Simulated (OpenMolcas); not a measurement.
# Cr⁴⁺ among point charges: CASSCF and CASPT2 levels and susceptibility

How does a field of 6 point charges split the states of Cr⁴⁺, and what χT follows?

Program: OpenMolcas 26.06. Level of theory: state-averaged CASSCF and CASPT2, spin-orbit coupling by RASSI with atomic mean-field integrals. These are calculated values, not measurements, unless marked.

## Step 1: What is computed

* Species: Cr⁴⁺ (chromium, Z = 24, 20 electrons)
* Basis: ANO-RCC-VTZP [6s5p3d2f1g], 59 functions
* Scalar Hamiltonian: DKH2, point nucleus
* Inactive shells: 1s 2s 2p 3s 3p
* Active space: 2 electrons in 5 orbitals (3d)
* Some configurations of this space: 3d2
* Orbitals: optimised for each spin and parity, averaged over all roots

The outer shells:

3d2
```
3d [↑ ][↑ ][  ][  ][  ]
```

The ion sits among 6 point charges of -1.5 e arranged as a trigonal prism (D3h), 2.04 Å from the ion, with a polar angle of 59.4° against the regular 49.1°.

The work runs as a chain of OpenMolcas steps in one folder; each step below is one input file. Labels, J, g values, rates, χT and fits are worked out afterwards by a script from the matrices that RASSI stores.

## Step 2: Basis and integrals

Input file a.inp:

```
&GATEWAY
Coord
1

Cr 0.0 0.0 0.0
Basis=ANO-RCC-VTZP
Group=NoSym
NoMove
AngMom=0.0 0.0 0.0
AMFI
XField
6 Angstrom 0
1.756113 0.000000 1.038107 -1.500000
-0.878057 1.520839 1.038107 -1.500000
-0.878057 -1.520839 1.038107 -1.500000
1.756113 0.000000 -1.038107 -1.500000
-0.878057 1.520839 -1.038107 -1.500000
-0.878057 -1.520839 -1.038107 -1.500000
&SEWARD
```

On the command line:

```
> OMP_NUM_THREADS=1 MOLCAS_MEM=1689 MOLCAS_PROJECT=a pymolcas a.inp > a.log
```

## Step 3: Reference wave functions, triplets, 10 roots

Input file a.inp:

```
&RASSCF
FileOrb=start.orb
Symmetry=1
Spin=3
nActEl=2 0 0
Inactive=9
Ras2=5
CIRoot=10 10 1
SDav=10
CIMx=300
Iter=120 100
PrWF=0.3
OrbListing=Nothing
MaxOrb=0
>>> COPY $Project.JobIph JOB001
```

start.orb holds the contracted functions of the basis, ordered by shell, or the orbitals of the step before.

## Step 4: Reference wave functions, singlets, 15 roots

Input file a.inp:

```
&RASSCF
FileOrb=start.orb
Symmetry=1
Spin=1
nActEl=2 0 0
Inactive=9
Ras2=5
CIRoot=15 15 1
SDav=15
CIMx=300
Iter=120 100
PrWF=0.3
OrbListing=Nothing
MaxOrb=0
>>> COPY $Project.JobIph JOB002
```

## Step 5: RASSI: spin-orbit coupling between the states

Input file a.inp:

```
&RASSI
NrOfJobIphs=2 10 15
1 2 3 4 5 6 7 8 9 10
1 2 3 4 5 6 7 8 9 10 11 12 13 14 15
IphNames
JOB001
JOB002
EJob
SpinOrbit
DIPRint=1.0
SOCoupling=1000.0
Subsets=2
Property=9
'ANGMOM' 1 'ANGMOM' 2 'ANGMOM' 3 'MLTPL  1' 1 'MLTPL  1' 2 'MLTPL  1' 3
'AMFI' 1 'AMFI' 2 'AMFI' 3
SOProperty=3
'ANGMOM' 1 'ANGMOM' 2 'ANGMOM' 3
```

## Step 6: CASPT2: IPEA 0.25, imaginary shift 0.1 (closed shells correlated: 3s 3p)

Input file a.inp:

```
>>> COPY JOB001 $Project.JobIph
&CASPT2
Multistate=10 1 2 3 4 5 6 7 8 9 10
NoMult
Frozen=5
IPEA=0.25
Imaginary=0.1
MaxIter=60
WThr=0.0 0.3 0.05
PrWF=0.5
NoMix
>>> COPY JOB002 $Project.JobIph
&CASPT2
Multistate=15 1 2 3 4 5 6 7 8 9 10 11 12 13 14 15
NoMult
Frozen=5
IPEA=0.25
Imaginary=0.1
MaxIter=60
WThr=0.0 0.3 0.05
PrWF=0.5
NoMix
```

(Steps that only read results are left out.)

Before running it: what results should come out? Wanted: spin-free ground state; first state of the same spin within the active space; lowest level; next level.

**Answer**, as computed:

| quantity | value |
| --- | --- |
| method | SS-CASPT2, IPEA 0.25, imaginary shift 0.1 (closed shells correlated: 3s 3p) |
| spin-free ground state | 3E, 2-fold in its orbital part |
| first state of the same spin within the active space | 3E at 389 cm⁻¹ |
| lowest level | 1-fold A1 |
| next level | 8.0 cm⁻¹ |
| χT at 300 K | 0.62 cm³ K/mol |
| effective moment at 300 K | 2.22 μB |

Cost by method:

```tsv
method	time of its own steps	time with the reference
A. CASSCF	6.7 s	6.7 s
B. SS-CASPT2, IPEA 0.25, imaginary shift 0.1, +3s 3p	6.2 s	13 s
```

Times are of one thread on a shared host.

In words: The spin-free ground state (3E) comes to 99 % from free-ion F terms and keeps the highest spin of the shell. χT at 300 K is 0.62, against 1.00 cm³ K/mol for the spin alone, so spin-orbit coupling lowers it. CASPT2 does not keep the components of a term degenerate, and the means are used. The field of point charges can differ much from that of real complexes. Point charges carry no covalency, so the field is a model and not that of real ligands.
